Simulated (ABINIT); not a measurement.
# ZnHgO2 (P4/mmm) in ABINIT: single point with LDA

Aim: the single point of ZnHgO2 with LDA.

All numbers are computed with ABINIT 10.8.3 (patched build); they aren't measurements. Logs are shortened: lines on timing, memory, paths and dates and some standing lists are left out, and cuts for length are marked. The log counts tension as positive stress, the text compression.

**1. The structure**

It takes space group P4/mmm (No. 123, tetragonal). The conventional cell has a = 3.348 Å, b = 3.348 Å, c = 4.602 Å, α = 90.00°, β = 90.00°, γ = 90.00°. Around Zn (site symmetry 4/mmm) lie 6 O at 2.30 to 2.37 Å. Hg (site symmetry 4/mmm) has 6 O at 2.30 to 2.37 Å as nearest neighbours. O (site symmetry 4/mmm) has 2 Zn at 2.30 Å and 4 Hg at 2.37 Å as nearest neighbours. O (site symmetry 4/mmm) is surrounded by 2 Hg at 2.30 Å and 4 Zn at 2.37 Å.

The cell was built by a generator and needn't be a form met in nature.

**2. Single point, LDA, spin-orbit coupling, no magnetisation**

The input, run.abi:

```
pp_dirpath "./"
pseudos "Zn.LDA_PW-JTH.xml, Hg.LDA_PW-JTH.xml, O.LDA_PW-JTH.xml"

acell 3*1.0
rprim
     6.3276912365     0.0000000000     0.0000000000
     0.0000000000     6.3276912365     0.0000000000
     0.0000000000     0.0000000000     8.6965007283
ntypat 3
znucl 30 80 8
natom 4
typat 1 2 3 3
xred
     0.0000000000     0.0000000000     0.0000000000
     0.5000000000     0.5000000000     0.5000000000
     0.0000000000     0.0000000000     0.5000000000
     0.5000000000     0.5000000000     0.0000000000

ecut 19.0
pawecutdg 38.0

kptopt 4
ngkpt 6 6 4
nshiftk 1
shiftk 0.0 0.0 0.0

ixc 7

nband 44
occopt 3
tsmear 0.05 eV

nspinor 2
nspden 1
pawspnorb 1

nstep 100
tolvrs 1.0e-9

iomode 3
prtwf 0
prtden 0
prteig 0
prtebands 0
enunit 2
```

Potentials or basis: JTH PAW LDA v2.0.

Run with:

```sh
$ abinit run.abi > log 2>&1
```

run.abo:

```text
.Version 10.8.3 of ABINIT
 Symmetries : space group P4 2 2 (# 89); Bravais tP (primitive tetrag.)
================================================================================
 Values of the parameters that define the memory need of the present run
     intxc =       0    ionmov =       0      iscf =      17    lmnmax =      18
     lnmax =       6     mgfft =      36  mpssoang =       3    mqgrid =    3001
     natom =       4  nloc_mem =       2    nspden =       1   nspinor =       2
    nsppol =       1      nsym =       8    n1xccc =       1    ntypat =       3
    occopt =       3   xclevel =       1
       mpw =        1396          nfft =       26244          nkpt =          31
 PAW method is used; the additional fine FFT grid is defined by:
   mgfftf=        50    nfftf =     64800
================================================================================
================================================================================

--------------------------------------------------------------------------------
------------- Echo of variables that govern the present computation ------------
--------------------------------------------------------------------------------
 -outvars: echo values of preprocessed input variables --------
            acell      1.0000000000E+00  1.0000000000E+00  1.0000000000E+00 Bohr
              amu      6.53900000E+01  2.00590000E+02  1.59994000E+01
             ecut      1.90000000E+01 Hartree
           enunit           2
              ixc           7
           kptopt           4
         kptrlatt        6    0    0      0    6    0      0    0    4
          kptrlen      3.47860029E+01
            natom           4
            nband          44
            ngfft          27      27      36
          ngfftdg          36      36      50
             nkpt          31
          nspinor           2
            nstep         100
             nsym           8
           ntypat           3
           occopt           3
        pawcpxocc           2
        pawecutdg      3.80000000E+01 Hartree
        pawspnorb           1
           prtden           0
        prtebands           0
           prteig           0
            prtwf           0
            rprim      6.3276912365E+00  0.0000000000E+00  0.0000000000E+00
                       0.0000000000E+00  6.3276912365E+00  0.0000000000E+00
                       0.0000000000E+00  0.0000000000E+00  8.6965007283E+00
          spgroup          89
           tolvrs      1.00000000E-09
           tsmear      1.83746611E-03 Hartree
            typat      1  2  3  3
[... 233 lines left out ...]
   0.05113    0.05113    0.08574    0.08574    0.09049    0.09049    0.12115    0.12115
   0.12737    0.12737    0.12883    0.12883    0.13111    0.13111    0.25370    0.25370
   0.48821    0.48821    0.57865    0.57865
      occupation numbers for kpt#   1
   1.00000    1.00000    1.00000    1.00000    1.00000    1.00000    1.00000    1.00000
   1.00000    1.00000    1.00000    1.00000    1.00000    1.00000    1.00000    1.00000
   1.00000    1.00000    1.00000    1.00000    1.00000    1.00000    1.00000    1.00000
   1.00000    1.00000    1.00000    1.00000    1.00000    1.00000    1.00000    1.00000
   1.00000    1.00000    1.00000    1.00000    1.00000    1.00000    0.00000    0.00000
   0.00000    0.00000    0.00000    0.00000
 prteigrs : prtvol=0 or 1, do not print more k-points.

 Fermi (or HOMO) energy (eV) =   5.91308   Average Vxc (eV)= -11.24110
 Eigenvalues (   eV  ) for nkpt=  31  k points:
 kpt#   1, nband= 44, wtk=  0.00694, kpt=  0.0000  0.0000  0.0000 (reduced coord)
 -12.39362  -12.39362  -11.55851  -11.55851   -1.26932   -1.26932   -0.92621   -0.92621
  -0.81574   -0.81574   -0.38437   -0.38437   -0.36362   -0.36362   -0.35040   -0.35040
  -0.27367   -0.27367    0.38833    0.38833    0.65557    0.65557    1.15940    1.15940
   1.39144    1.39144    2.33316    2.33316    2.46249    2.46249    3.29673    3.29673
   3.46579    3.46579    3.50562    3.50562    3.56762    3.56762    6.90358    6.90358
  13.28498   13.28498   15.74574   15.74574
 prteigrs : prtvol=0 or 1, do not print more k-points.

--- !EnergyTerms
iteration_state     : {dtset: 1, }
comment             : Components of total free energy in Hartree
kinetic             :  3.25925310915529E+01
hartree             :  2.70231375744333E+01
xc                  : -1.06233479844346E+01
Ewald energy        : -1.10783792223809E+02
psp_core            :  6.00216439253756E+00
local_psp           : -1.01125530374264E+02
PAW spherical_terms :  1.77782738663956E+01
internal            : -1.39136563657588E+02
'-kT*entropy'       : -2.23668873654202E-04
total_energy        : -1.39136787326461E+02
total_energy_eV     : -3.78610486096525E+03
...

--- !EnergyTermsDC
iteration_state     : {dtset: 1, }
comment             : '"Double-counting" decomposition of free energy'
band_energy         : -8.37686957169712E-01
Ewald energy        : -1.10783792223809E+02
psp_core            :  6.00216439253756E+00
xc_dc               : -2.41628295757811E+01
PAW spherical_terms : -9.35440331402223E+00
internal            : -1.39136547678244E+02
'-kT*entropy'       : -2.23668873654202E-04
total_energy_dc     : -1.39136771347118E+02
total_energy_dc_eV  : -3.78610442614517E+03
...

--- !EnergyTermsWithPAWCore
iteration_state     : {dtset: 1, }
comment             : 'Components of total free energy, including PAW core contributions'
Total energy        : -2.15549627458220E+04
Total energy DC     : -2.15549627298426E+04
Total energy (eV)   : -5.86540416794293E+05
Total energy DC (eV): -5.86540416359473E+05
...

 Cartesian components of stress tensor (hartree/bohr^3)
  sigma(1 1)=  4.09903711E-04  sigma(3 2)=  0.00000000E+00
  sigma(2 2)=  4.09903711E-04  sigma(3 1)=  0.00000000E+00
  sigma(3 3)=  4.42553127E-04  sigma(2 1)=  0.00000000E+00

-Cartesian components of stress tensor (GPa)         [Pressure= -1.2380E+01 GPa]
- sigma(1 1)=  1.20597835E+01  sigma(3 2)=  0.00000000E+00
- sigma(2 2)=  1.20597835E+01  sigma(3 1)=  0.00000000E+00
- sigma(3 3)=  1.30203625E+01  sigma(2 1)=  0.00000000E+00

== END DATASET(S) ==============================================================
================================================================================

 -outvars: echo values of variables after computation  --------
            acell      1.0000000000E+00  1.0000000000E+00  1.0000000000E+00 Bohr
           etotal     -1.3913677135E+02
            fcart     -0.0000000000E+00 -0.0000000000E+00 -0.0000000000E+00
                      -0.0000000000E+00 -0.0000000000E+00 -0.0000000000E+00
                      -0.0000000000E+00 -0.0000000000E+00 -0.0000000000E+00
                      -0.0000000000E+00 -0.0000000000E+00 -0.0000000000E+00
            rprim      6.3276912365E+00  0.0000000000E+00  0.0000000000E+00
                       0.0000000000E+00  6.3276912365E+00  0.0000000000E+00
                       0.0000000000E+00  0.0000000000E+00  8.6965007283E+00
           strten      4.0990371063E-04  4.0990371063E-04  4.4255312698E-04
                       0.0000000000E+00  0.0000000000E+00  0.0000000000E+00
           xangst      0.0000000000E+00  0.0000000000E+00  0.0000000000E+00
                       1.6742349989E+00  1.6742349989E+00  2.3009949984E+00
                       0.0000000000E+00  0.0000000000E+00  2.3009949984E+00
                       1.6742349989E+00  1.6742349989E+00  0.0000000000E+00
             xred      0.0000000000E+00  0.0000000000E+00  0.0000000000E+00
                       5.0000000000E-01  5.0000000000E-01  5.0000000000E-01
                       0.0000000000E+00  0.0000000000E+00  5.0000000000E-01
                       5.0000000000E-01  5.0000000000E-01  0.0000000000E+00
 Calculation completed.
```

Wall time 9.2 min (1 thread of Arm Neoverse V2, shared host); peak memory 0.15 GiB.

Results:

| Item | Value |
| --- | --- |
| Free energy | -3786.1044 eV |
| Band gap on the k mesh | none (metal or under the smearing width) |
| Valence electrons inside the program's atomic spheres | Zn 10.48; Hg 9.94; O 4.39, 4.38 |

Caveat: the cutoff is too short for stress, so the log's stress isn't used.
